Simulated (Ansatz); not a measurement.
# H₄OSeSi (SMILES [SiH3]O[SeH]): one structure at several levels

An exercise on one series of results from a longer session: the logs are not shown, and one member is left open.

Program: Ansatz 0.2.0, Gaussian basis. Level of theory: single points in def2-TZVPP. These are calculated values, not measurements.

Correlated methods freeze the cores. Filled d shells of the heavier atoms are correlated.

### The system as given

SMILES `[SiH3]O[SeH]`, 7 atoms, charge 0, spin multiplicity 1.

Atoms are counted from 1 here; the program's logs count them from 0.

Bond lengths: Si1–O2 1.664 Å, Si1–H4 1.512 Å, Si1–H5 1.489 Å, Si1–H6 1.440 Å, O2–Se3 1.813 Å, Se3–H7 1.472 Å. Angles: O2–Si1–H4 108.5°, O2–Si1–H5 108.2°, O2–Si1–H6 98.6°, H4–Si1–H5 109.3°, H4–Si1–H6 115.7°, H5–Si1–H6 115.6°, Si1–O2–Se3 132.4°, O2–Se3–H7 95.4°.

Geometry (Å):

```xyz
7

Si   -0.8313    0.5059   -0.2304
O     0.4359    0.1446    0.7861
Se    2.0992   -0.5088    0.4815
H    -1.2333   -0.7533   -0.9637
H    -0.3633    1.5205   -1.2148
H    -1.7689    0.9808    0.7540
H     1.6791   -1.9162    0.3890
```

Set-up of the first run:

The input, run/in.yaml:

```yaml
crystal:
  periodic: [false, false, false]
  atoms:
    - {symbol: Si, position_ang: [-0.831300, 0.505900, -0.230400]}
    - {symbol: O, position_ang: [0.435900, 0.144600, 0.786100]}
    - {symbol: Se, position_ang: [2.099200, -0.508800, 0.481500]}
    - {symbol: H, position_ang: [-1.233300, -0.753300, -0.963700]}
    - {symbol: H, position_ang: [-0.363300, 1.520500, -1.214800]}
    - {symbol: H, position_ang: [-1.768900, 0.980800, 0.754000]}
    - {symbol: H, position_ang: [1.679100, -1.916200, 0.389000]}
basis:
  gaussian: {orbitals: def2-TZVPP}
correlation: {method: ccsd_t}
output: {forces: true}
```

The command line of these runs was not kept.

Steps of the session up to this table: CCSD(T)/def2-TZVPP; PBE0-D4/def2-TZVPP; wB97M-V/def2-TZVPP; r2SCAN-D4/def2-TZVPP; PBE-D4/def2-TZVPP; CAM-B3LYP-D4/def2-TZVPP; SPW92/def2-TZVPP.

One table of the session follows, with a row left open; its other results are not shown here.

| method | RMS force component (eV/Å) | angle to CCSD(T) forces (°) | dipole (D) |
| --- | --- | --- | --- |
| CCSD(T) | 0.479 | reference | 0.99 |
| PBE0-D4 | 0.503 | 9.3 | 0.99 |
| wB97M-V | 0.471 | 6.3 | 0.99 |
| r2SCAN-D4 | ? | ? | ? |
| PBE-D4 | 0.476 | 27.9 | 0.90 |
| CAM-B3LYP-D4 | 0.483 | 10.3 | 1.03 |
| SPW92 | 0.526 | 19.7 | 0.98 |

Q: Estimate the row for r2SCAN-D4 from the others.

As computed: RMS force component (eV/Å): 0.479; angle to CCSD(T) forces (°): 9.1; dipole (D): 0.95.
